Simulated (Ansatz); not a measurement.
# GeSe+ (doublet): wave-function methods side by side, cc-pVTZ

An exercise on one series of results from a longer session: the logs are not shown, and one member is left open.

The runs use Ansatz 0.2.0, Gaussian basis; cc-pVTZ, core rule «outside noble gas», up to 28 orbitals frozen.

Plan: UHF; CCSD(T) on ROHF; BCCD(T) on ROHF; CISD; CCSDT(Q) on ROHF; CCSDT(Q) on UHF; CASSCF and MRCISD+Q, 9 electrons in 8 orbitals; CASSCF and NEVPT2, 9 electrons in 8 orbitals.

8 further runs of the same task are left out: 4 that didn't finish, 4 set aside as unsound or not needed.

## The system

The geometry is a PBE0/def2-TZVP stationary point (not a proven minimum). No spin-orbit coupling is included. The filled d shell of Ge, Se may be among the frozen orbitals whatever the setting's name suggests; the logs give the count.

2 atoms, charge 1, spin multiplicity 2.

Atoms are counted from 1 here; the program's logs count them from 0.

Bond lengths: Ge1–Se2 2.293 Å.

Geometry (Å):

```xyz
2
charge 1, multiplicity 2
Ge    0.0000    0.0000    0.0000
Se    0.0000    0.0000    2.2930
```

The first run:

in.yaml reads:

```yaml
crystal:
  periodic: [false, false, false]
  atoms:
    - {symbol: Ge, position_ang: [0.000000, 0.000000, 0.000000]}
    - {symbol: Se, position_ang: [0.000000, 0.000000, 2.293000]}
basis:
  gaussian: {orbitals: cc-pVTZ}
total_charge: 1
magnetization: {spin_polarized: true, initial_magnetization: 1}
hamiltonian: {xc: hf}
output: {orbitals: {seedname: orbitals}}
```

Run with:

```console
$ ansatz run in.yaml --threads 1 --pin off --events-out ev --progress --plain --max-ram 2393MiB
```

Among the steps run: UHF; CCSD(T) on ROHF; BCCD(T) on ROHF; CISD; CCSDT(Q) on ROHF; CCSDT(Q) on UHF; CASSCF and MRCISD+Q, 9 electrons in 8 orbitals; CASSCF and NEVPT2, 9 electrons in 8 orbitals.

One of the session's tables, all rows but one given; the rest of the session is left out.

It belongs to the step «Misses and costs». 

```
          method  from RCCSDT(Q) (meV)
            ROHF               +6214.2
            RMP2               +1102.2
            CISD                +791.7
           RCCSD                +358.8
        RCCSD(T)                 +57.4
         BCCD(T)                 +57.9
          RCCSDT                 +18.0
       RCCSDT(Q)                     0
  CASSCF valence                     ?
  NEVPT2 valence               +1010.7
  MRCISD valence                +398.8
MRCISD+Q valence                 +55.2
```

Estimate the missing values for CASSCF valence.

The run gave: from RCCSDT(Q) (meV): +4617.1. In the column «from RCCSDT(Q) (meV)» it lies between RMP2 (+1102.2) and ROHF (+6214.2).

Not comparable, so not listed: CCSDT(Q) on UHF (they don't share determinant, frozen orbitals or solution with the rows shown, or repeat one).
